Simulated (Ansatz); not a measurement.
**AsN: basis-set convergence**

Aim: see how fast density functionals converge with the basis set for AsN.

Program: Ansatz 0.2.0, Gaussian basis. Level of theory: one geometry, several basis sets. These are calculated values, not measurements.

Levels to be run: PBE0-D4/def2-SVP; ωB97M-V/def2-SVP; PBE0-D4/def2-QZVPP; ωB97M-V/def2-QZVPP; the functionals' def2-TZVPP values are taken from earlier runs.

### Step 1. The geometry

The geometry comes from an earlier relaxation with PBE0-D4 in a triple-zeta def2 set; it is a stationary point.

SMILES `N#[As]`, 2 atoms, charge 0, spin multiplicity 1.

Atoms are counted from 1 here; the program's logs count them from 0.

Bond lengths: N1–As2 1.603 Å.

### Step 2. PBE0-D4 in def2-SVP

File in.yaml:

```yaml
crystal:
  periodic: [false, false, false]
  atoms:
    - {symbol: N, position_ang: [-0.681011, 0.245378, -0.344560]}
    - {symbol: As, position_ang: [0.681011, -0.245378, 0.344560]}
basis:
  gaussian: {orbitals: def2-SVP}
hamiltonian: {xc: pbe0, dispersion: d4}
output: {orbitals: {seedname: orbitals}}
```

Started as:

```sh
> ansatz run in.yaml --threads 2 --pin off --events-out ev --progress --plain --max-ram 32768MiB --backend cpu
```

Further steps of the session: ωB97M-V in def2-SVP; PBE0-D4 in def2-QZVPP; ωB97M-V in def2-QZVPP.

Before running them: what should the planned runs give, taken together? Wanted: PBE0-D4: double and triple zeta above quadruple; ωB97M-V: double and triple zeta above quadruple.

As calculated:

| quantity | value |
| --- | --- |
| PBE0-D4: double and triple zeta above quadruple | 10.75, 1.41 eV |
| ωB97M-V: double and triple zeta above quadruple | 10.73, 1.37 eV |

In words: PBE0-D4 gains 9.33 eV from double to triple zeta, then 1.41 eV more. These are total energies; as a rule much of such shifts cancels in differences, which this series doesn't test.
